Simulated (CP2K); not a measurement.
Crystal: Cd2S.

```
CELL_PARAMETERS angstrom
3.96267 0.00000 0.00000
-1.98134 3.43177 0.00000
0.00000 0.00000 5.80919
ATOMIC_POSITIONS crystal
Cd 0.33333 0.66667 0.93272
Cd 0.66667 0.33333 0.57873
S 0.33333 0.66667 0.36571
```

The cell comes from a database or a generator and needn't be the stable form of this composition.

Base run:

```yaml
Program: CP2K 2026.2
Functional: PBE
Potentials_or_basis: POTENTIAL_UZH Cd GTH-PBE-q12, S GTH-PBE-q6; TZVP-MOLOPT-PBE-GTH basis
Density_cutoff: 6123 eV
k_mesh: 8 × 8 × 5
Occupations: fermi-dirac, width 0.05 eV
Spin: no spin polarisation
```

Its results: pressure 0.2 GPa; largest force 0.052 eV/Å.

Q: The run is repeated on the same cell with these changes: functional from PBE to PBEsol; occupations from fermi-dirac, width 0.05 eV to fermi-dirac, width 0.01 eV. What comes out?

A: Pressure -2.5 GPa; largest force 0.115 eV/Å.

Caveats: the basis of atomic orbitals isn't converged, which shifts pressures, moduli and gaps; the potentials were made for another functional, which shifts forces and pressure (some runs).

Not every run made on this cell is shown here.
